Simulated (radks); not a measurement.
**Al⁸⁺ in [He] 2s2 2p1: an all-electron calculation**

An exercise on one series of results from a longer session: the logs are not shown, and one member is left open.

Program: radks (a radial shooting solver on a logarithmic mesh, Libxc functionals) version 1. Level of theory: scalar-relativistic Kohn-Sham, XLYP, spin-polarised, spherical densities, finite nucleus; open shells are filled with parallel spins first. These are calculated values, not measurements, unless marked.

**What is computed**

* element: aluminium (Z = 13)
* charge: +8
* electrons: 5
* configuration: [He] 2s2 2p1
* nuclear rms radius: 3.061 fm

Outer shells as boxes (Hund's rule):

Al⁸⁺
```
[He] core
2s [↑↓]
2p [↑ ][  ][  ]
```

Set-up of the first run:

Settings of this run:

```text
Z 13
configuration [He] 2s2 2p1 3s0 3p0
relativity scalar-relativistic
functional xlyp
spin polarised
nucleus finite rms 3.061 fm
c 137.035999084
```

One table of the session follows, with a row left open; its other results are not shown here.

It belongs to the step «Shells». From the orbitals of this run (lengths in bohr):

| level | <r> | outermost maximum (interpolated) | 90 % within | nodes |
| --- | --- | --- | --- | --- |
| 1s up | 0.1196 | 0.0783 | 0.214 | 0 |
| 1s down | 0.1194 | 0.0782 | 0.213 | 0 |
| 2s up | 0.5343 | 0.452 | 0.821 | 1 |
| 2s down | ? | ? | ? | ? |
| 2p up | 0.4722 | 0.369 | 0.765 | 0 |
| 2p down | 0.4759 | 0.372 | 0.773 | 0 |
| 3s up | 1.316 | 1.26 | 1.89 | 2 |
| 3s down | 1.327 | 1.27 | 1.91 | 2 |
| 3p up | 1.291 | 1.23 | 1.89 | 1 |
| 3p down | 1.304 | 1.24 | 1.91 | 1 |

Q: Estimate the row for 2s down from the others.

As computed: <r>: 0.5378; outermost maximum (interpolated): 0.454; 90 % within: 0.828; nodes: 1. In the column «<r>» it lies between 2s up (0.5343) and 3p up (1.291).

Caveats from the session: Open shells are spherical and high-spin; term and fine-structure splittings are not resolved.
